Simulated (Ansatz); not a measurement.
# NbTe under changes of volume

One of the cells (21.934 Å³/atom); the others are scaled copies at fixed shape and fractional positions:

```
Te Nb
1.0
     3.70297    0.00000    0.00000
    -1.85149    3.20687    0.00000
     0.00000    0.00000    3.69421
Te Nb
1 1
Direct
  0.66667 0.33333 0.00000
  0.00000 0.00000 0.50000
```

The cell comes from a database or a generator and needn't be the stable form of this composition.

| Quantity | Value |
| --- | --- |
| Program | Ansatz 0.2.0 |
| Functional | PBE0 |
| Potentials or basis | Ansatz PAW |
| Cutoff | 420 eV (not typed: the program's choice for these potentials) |
| k mesh | 4 × 4 × 4 |
| Occupations | fermi-dirac, width 0.05 eV |
| Spin | no spin polarisation |

| volume (Å³/atom) | energy over the lowest point (meV/atom) | pressure (GPa) |
| --- | --- | --- |
| 20.618 | 4.19 | 3.1 |
| 21.057 | 0.00 | 0.0 |
| 21.496 | ? | ? |
| 21.934 | 15.01 | -5.3 |
| 22.373 | 32.51 | -7.5 |
| 22.812 | 55.76 | -9.4 |
| 23.250 | 84.05 | -11.2 |

Task: What does the run at 21.496 Å³/atom give?

Result: Energy over the lowest point 3.89 meV/atom; pressure -2.8 GPa.

Worked out: A Birch-Murnaghan fit of order 3 (a polynomial in V^(-2/3)) to the other rows has its minimum at 21.06 Å³/atom with B0 = V·E''(V) = 141 GPa and B' = 4.5 at fixed shape and positions, which overstates the stiffness. It gives 3.92 meV/atom at 21.496 Å³/atom, against the run's 3.89, and -dE/dV = -2.8 GPa, against -2.8.

Energies are extrapolated to zero smearing.

Caveats: all runs use coarse meshes; the PAW data sets come from PBE, with cores solved anew for the run's functional, which leaves a small shift of forces and pressure; the thresholds are loose for stress.
